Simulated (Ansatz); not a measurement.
**C2H7GeNSi: a ladder of functionals and wavefunction methods**

How much do the methods differ for C2H7GeNSi? The plan is to run it at one geometry with functionals of several rungs and with coupled cluster. The yardstick is the atomisation energy at the CCSD(T) limit.

The runs use Ansatz 0.2.0, Gaussian basis; functionals in def2-TZVPP, the program's frozen cores in correlated methods.

Plan: PBE-D4, r2SCAN-D4, PBE0-D4, B3LYP-D4, ωB97X-V, ωB97M-V, B2PLYP; CCSD(T)/def2-TZVPP; MP2/def2-QZVPP; extrapolation to the limit.

## 1. The relaxed structure

The geometry comes from an earlier relaxation with PBE0-D4 in a triple-zeta def2 set; it is a stationary point, not always the lowest conformer.

SMILES `[SiH3]/N=[C]1/[CH2][GeH2]1`, 12 atoms, charge 0, spin multiplicity 1.

Atoms are counted from 1 here; the program's logs count them from 0.

Bond lengths: Si1–N2 1.743 Å, Si1–H6 1.484 Å, Si1–H7 1.484 Å, Si1–H8 1.492 Å, N2–C3 1.245 Å, C3–C4 1.475 Å, C3–Ge5 1.972 Å, C4–Ge5 1.995 Å, C4–H9 1.088 Å, C4–H10 1.090 Å, Ge5–H11 1.528 Å, Ge5–H12 1.528 Å. Angles: N2–Si1–H6 108.0°, N2–Si1–H7 108.0°, N2–Si1–H8 111.5°, H6–Si1–H7 109.2°, H6–Si1–H8 110.2°, H7–Si1–H8 109.9°, Si1–N2–C3 123.8°, N2–C3–C4 138.3°, N2–C3–Ge5 151.0°, C4–C3–Ge5 69.0°, C3–C4–Ge5 67.3°, C3–C4–H9 117.6°, C3–C4–H10 114.1°, Ge5–C4–H9 125.7°, Ge5–C4–H10 111.7°, H9–C4–H10 112.9°, C3–Ge5–C4 43.6°, C3–Ge5–H11 119.8° and more.

## 2. PBE-D4 (GGA)

The input, in.yaml:

```yaml
crystal:
  periodic: [false, false, false]
  atoms:
    - {symbol: Si, position_ang: [-2.071242, 1.027942, -0.026315]}
    - {symbol: N, position_ang: [-0.351069, 1.225956, 0.170892]}
    - {symbol: C, position_ang: [0.457931, 0.280346, 0.182230]}
    - {symbol: C, position_ang: [1.919172, 0.081310, 0.208955]}
    - {symbol: Ge, position_ang: [0.922184, -1.598187, -0.199492]}
    - {symbol: H, position_ang: [-2.740368, 1.616241, 1.160361]}
    - {symbol: H, position_ang: [-2.482626, 1.777186, -1.239536]}
    - {symbol: H, position_ang: [-2.444406, -0.409587, -0.167543]}
    - {symbol: H, position_ang: [2.518222, 0.651550, -0.498440]}
    - {symbol: H, position_ang: [2.348197, 0.062711, 1.210727]}
    - {symbol: H, position_ang: [0.946206, -2.095695, -1.644499]}
    - {symbol: H, position_ang: [1.054701, -2.674973, 0.876558]}
basis:
  gaussian: {orbitals: def2-TZVPP}
hamiltonian: {xc: pbe, dispersion: d4}
output: {forces: true, orbitals: {seedname: orbitals}}
```

Run with:

```sh
$ ansatz run in.yaml --threads 4 --pin off --events-out ev --progress --plain --max-ram 10444MiB
```

After this run come: r2SCAN-D4 (meta-GGA); PBE0-D4 (hybrid); B3LYP-D4 (hybrid); ωB97X-V (range-separated); ωB97M-V (range-separated); B2PLYP (double hybrid); CCSD(T) in def2-TZVPP; MP2 in def2-QZVPP.

**Question.** What will the summary of the whole plan be? Wanted: atomisation energy, CCSD(T)/CBS; farthest; mean size of error, hybrid; mean size of error, range-separated; gap, smallest and largest; T1 diagnostic; triples share of the correlation energy.

**Answer**, as computed:

| quantity | value |
| --- | --- |
| atomisation energy, CCSD(T)/CBS | 975.1 kcal/mol |
| functionals within 9.8 kcal/mol (1.0 %) | r2SCAN-D4, PBE0-D4, B3LYP-D4, ωB97X-V, ωB97M-V |
| farthest | PBE-D4 (+19.2 kcal/mol) |
| mean size of error, hybrid | 0.2 kcal/mol |
| mean size of error, range-separated | 2.7 kcal/mol |
| gap, smallest and largest | 2.88 eV (PBE-D4), 9.41 eV (ωB97X-V) |
| T1 diagnostic | 0.0140 |
| triples share of the correlation energy | 4.4 % |

PBE-D4 misses by +19.2 kcal/mol. Double hybrids carry the basis error of their MP2 part in triple zeta, and no dispersion term here, so their miss is partly the set-up's. The reference freezes the cores and leaves out relativity and excitations past (T), and its outer-core shells are covered unevenly, so misses under about 9.8 kcal/mol can't be ranked. Hartree-Fock recovers 70 % of the binding; the rest is correlation. Orbital gaps span 2.9 to 9.4 eV; exact exchange widens them. Correlated methods include outer-core shells of Ge, which these sets cover unevenly.
